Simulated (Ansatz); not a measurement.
This script for Ansatz's Python interface starts 4 runs on C4H11Si, SMILES CC[C](C)[SiH3]. What input does the engine get in each?

`c4h11si_disp.py`
```python
import ansatz as az


def main() -> None:
    geometry_ang = [
        ("C", [-2.0707, -0.5896, -0.1406]),
        ("C", [-0.6785, -0.6462, 0.4837]),
        ("C", [0.3861, -0.019, -0.4312]),
        ("C", [0.2598, 1.5036, -0.5283]),
        ("Si", [2.1144, -0.4868, 0.1487]),
        ("H", [-2.7778, -1.1807, 0.4789]),
        ("H", [-2.4419, 0.4552, -0.1825]),
        ("H", [-2.0527, -1.0188, -1.1651]),
        ("H", [-0.4327, -1.7175, 0.6524]),
        ("H", [-0.6904, -0.1377, 1.4727]),
        ("H", [1.0667, 1.9121, -1.173]),
        ("H", [0.3295, 1.9695, 0.4781]),
        ("H", [-0.7072, 1.7827, -0.9933]),
        ("H", [2.3374, 0.0466, 1.5007]),
        ("H", [3.1118, 0.0779, -0.7724]),
        ("H", [2.2461, -1.9511, 0.1712]),
    ]
    geometry = az.Crystal.molecule()
    for symbol, xyz in geometry_ang:
        geometry = geometry.atom(symbol, xyz)

    calculation = (
        geometry.calculation()
        .basis(gaussian="def2-SVP")
        .spin("collinear", total=1)
    )
    for name in ["revpbe", "pbe"]:
        for correction in ("d3bj", "d4"):
            summary = calculation.functional(name, dispersion=correction).run(threads=1, pin="off").report
            print(f"{name:8s} {correction:5s} total {summary['free_energy_ev']:.5f} eV, of which dispersion {1000 * summary['dispersion']['energy']['ev']:.2f} meV")


if __name__ == "__main__":
    main()
```

Run 1:
```yaml
crystal:
  periodic: [false, false, false]
  atoms:
    - { symbol: C, position_ang: [-2.0707, -0.5896, -0.1406] }
    - { symbol: C, position_ang: [-0.6785, -0.6462, 0.4837] }
    - { symbol: C, position_ang: [0.3861, -0.019, -0.4312] }
    - { symbol: C, position_ang: [0.2598, 1.5036, -0.5283] }
    - { symbol: Si, position_ang: [2.1144, -0.4868, 0.1487] }
    - { symbol: H, position_ang: [-2.7778, -1.1807, 0.4789] }
    - { symbol: H, position_ang: [-2.4419, 0.4552, -0.1825] }
    - { symbol: H, position_ang: [-2.0527, -1.0188, -1.1651] }
    - { symbol: H, position_ang: [-0.4327, -1.7175, 0.6524] }
    - { symbol: H, position_ang: [-0.6904, -0.1377, 1.4727] }
    - { symbol: H, position_ang: [1.0667, 1.9121, -1.173] }
    - { symbol: H, position_ang: [0.3295, 1.9695, 0.4781] }
    - { symbol: H, position_ang: [-0.7072, 1.7827, -0.9933] }
    - { symbol: H, position_ang: [2.3374, 0.0466, 1.5007] }
    - { symbol: H, position_ang: [3.1118, 0.0779, -0.7724] }
    - { symbol: H, position_ang: [2.2461, -1.9511, 0.1712] }
basis:
  gaussian:
    orbitals: def2-SVP
hamiltonian:
  xc: revpbe
  dispersion: d3bj
magnetization:
  spin_polarized: true
  initial_magnetization: 1.0
```

Run 2, against run 1:
```diff
-  dispersion: d3bj
+  dispersion: d4
```

Run 3, against run 1:
```diff
-  xc: revpbe
+  xc: pbe
```

Run 4, against run 1:
```diff
-  xc: revpbe
-  dispersion: d3bj
+  xc: pbe
+  dispersion: d4
```

```console
$ python c4h11si_disp.py
revpbe   d3bj  total -12195.56023 eV, of which dispersion -900.27 meV
revpbe   d4    total -12195.74311 eV, of which dispersion -1083.15 meV
pbe      d3bj  total -12187.50100 eV, of which dispersion -360.00 meV
pbe      d4    total -12187.47991 eV, of which dispersion -338.91 meV
```

Total energies depend on the basis set; only differences at equal settings carry meaning. The geometry is a force-field or estimated start, not a minimum of this method, and the basis set is short of its limit. D4 holds the three-body term, and d3bj doesn't. The run takes the species as open-shell (spin multiplicity 2), which needn't be its ground state. The whole script took 37 s on 1 thread of Arm Neoverse V1, on a shared host, peak memory 0.26 GiB.
